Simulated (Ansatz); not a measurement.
# BGeP (quintet): the correlation ladder, cc-pVDZ

How much of the correlation energy of BGeP (quintet) does each wave-function method recover here?

Program: Ansatz 0.2.0, Gaussian basis. Level of theory: cc-pVDZ, core rule «outside noble gas», up to 20 orbitals frozen. These are calculated values, not measurements.

The runs, in order: UHF; CCSD(T) on ROHF; CCSD(T) on UHF; BCCD(T) on ROHF; CISD; CCSDT(Q) on ROHF; CCSDT(Q) on UHF; CASSCF and MRCISD+Q, 10 electrons in 11 orbitals; CASSCF and NEVPT2, 10 electrons in 11 orbitals.

32 further runs of the same task are left out: 3 for a known fault of the program, 12 that didn't finish, 17 set aside as unsound or not needed.

## 1. What is computed

The geometry is a PBE0/def2-TZVP stationary point (not a proven minimum) of the parent state, kept for this charge and spin. No spin-orbit coupling is included. The filled d shell of Ge may be among the frozen orbitals whatever the setting's name suggests; the logs give the count.

3 atoms, charge 0, spin multiplicity 5.

Atoms are counted from 1 here; the program's logs count them from 0.

Bond lengths: B1–Ge2 2.182 Å, B1–P3 1.788 Å, Ge2–P3 2.237 Å. Angles: Ge2–B1–P3 67.8°, B1–Ge2–P3 47.7°, B1–P3–Ge2 64.5°.

Geometry (Å):

```csv
atom,x (Å),y (Å),z (Å)
B1,0.0000,-1.3568,-0.9052
Ge2,0.0000,0.0559,0.7577
P3,0.0000,0.3424,-1.4611
```

## 2. UHF

The input, in.yaml:

```yaml
crystal:
  periodic: [false, false, false]
  atoms:
    - {symbol: B, position_ang: [0.000000, -1.356815, -0.905184]}
    - {symbol: Ge, position_ang: [0.000000, 0.055950, 0.757740]}
    - {symbol: P, position_ang: [0.000000, 0.342363, -1.461116]}
basis:
  gaussian: {orbitals: cc-pVDZ}
magnetization: {spin_polarized: true, initial_magnetization: 4}
hamiltonian: {xc: hf}
output: {orbitals: {seedname: orbitals}}
```

The run is started by

```
ansatz run in.yaml --threads 1 --pin off --events-out ev --progress --plain --max-ram 2393MiB
```

Further steps of the session: CCSD(T) on ROHF; CCSD(T) on UHF; BCCD(T) on ROHF; CISD; CCSDT(Q) on ROHF; CCSDT(Q) on UHF; CASSCF and MRCISD+Q, 10 electrons in 11 orbitals; CASSCF and NEVPT2, 10 electrons in 11 orbitals.

Before running them: what should the planned runs give, taken together? Wanted: UCCSDT(Q) below the RHF energy; RMP2 from UCCSDT(Q); UMP2 from UCCSDT(Q); RCCSD from UCCSDT(Q); RCCSD(T) from UCCSDT(Q); UCCSD(T) from UCCSDT(Q); RCCSDT(Q) from UCCSDT(Q); NEVPT2 valence from UCCSDT(Q); MRCISD+Q valence from UCCSDT(Q).

As calculated:

| quantity | value |
| --- | --- |
| UCCSDT(Q) below the RHF energy | -7.4024 eV |
| RMP2 from UCCSDT(Q) | +1198.6 meV |
| UMP2 from UCCSDT(Q) | +1241.6 meV |
| RCCSD from UCCSDT(Q) | +509.5 meV |
| RCCSD(T) from UCCSDT(Q) | +94.8 meV |
| UCCSD(T) from UCCSDT(Q) | +84.0 meV |
| RCCSDT(Q) from UCCSDT(Q) | +16.0 meV |
| NEVPT2 valence from UCCSDT(Q) | +963.9 meV |
| MRCISD+Q valence from UCCSDT(Q) | +91.2 meV |
| levels within 1 kcal/mol (43 meV) | UCCSDT, RCCSDT(Q) |
| T1 diagnostic | 0.035 |
| effectively unpaired electrons | 4.07 |

RCCSD(T) lands +94.8 meV from the yardstick (1.3 % of the correlation energy). One determinant dominates. Of the multireference levels listed MRCISD+Q valence comes nearest in total energy (+91.2 meV), which doesn't show that its space is the better one. These misses are within one basis, not against nature; the frozen cores of restricted and unrestricted runs differ, which can shift their rows.
